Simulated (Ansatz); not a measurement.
Runs of Ansatz 0.2.0 on GdO. The structure is cubic, space group F-43m (No. 216). The conventional cell has a = 5.400 Å, b = 5.400 Å, c = 5.400 Å, α = 90.00°, β = 90.00°, γ = 90.00°. Gd (site symmetry -43m) has 4 O at 2.34 Å as nearest neighbours. O (site symmetry -43m) is surrounded by 4 Gd at 2.34 Å. 

```csv
task,level,spin,cell,k mesh,mesh quality,gap on the mesh (eV),pressure (GPa),moment (μB)
relaxation of cell and atoms,PBEsol0,"collinear, ferromagnetic start",relaxed,5 × 5 × 5,coarse,none,0.0,7.98
single point,PBE,"collinear, random start",as given,9 × 9 × 9,not flagged,none,-1.2,6.05
single point,B3LYP,"collinear, ferromagnetic start",as given,5 × 5 × 5,coarse,none,0.1,(a)
single point,PBE,"collinear, ferromagnetic start",as given,9 × 9 × 9,not flagged,none,-0.6,(b)
single point,PBE,off,as given,9 × 9 × 9,not flagged,none,-4.5,-
```

Alike in all rows: potentials or basis Ansatz PAW; cutoff (eV) 420; smearing fermi-dirac 0.05 eV.

Fill in the values left out.

(a) 6.02; (b) 7.54.

Caveats: some runs use coarse meshes; spin-orbit coupling is left out, which moves the levels of the heavy elements (some runs); a cell with one magnetic atom can't hold antiferromagnetic order, which such compounds often take (some runs); without U or exact exchange the open f shell lies at the Fermi level, which spoils levels, moments and volumes (some runs); the magnetic or orbital state may not be the lowest (some runs); the PAW data sets come from PBE, with cores solved anew for the run's functional, which leaves a small shift of forces and pressure (some runs); the plane-wave basis is chosen anew once the cell has moved, so the energies of steps on either side of that aren't comparable (some runs); the thresholds are loose for stress (some runs).

A k mesh can miss the band edges, and the runs leave out spin-orbit coupling on Gd.

A gap of «none» marks a metal or a gap under the smearing width.
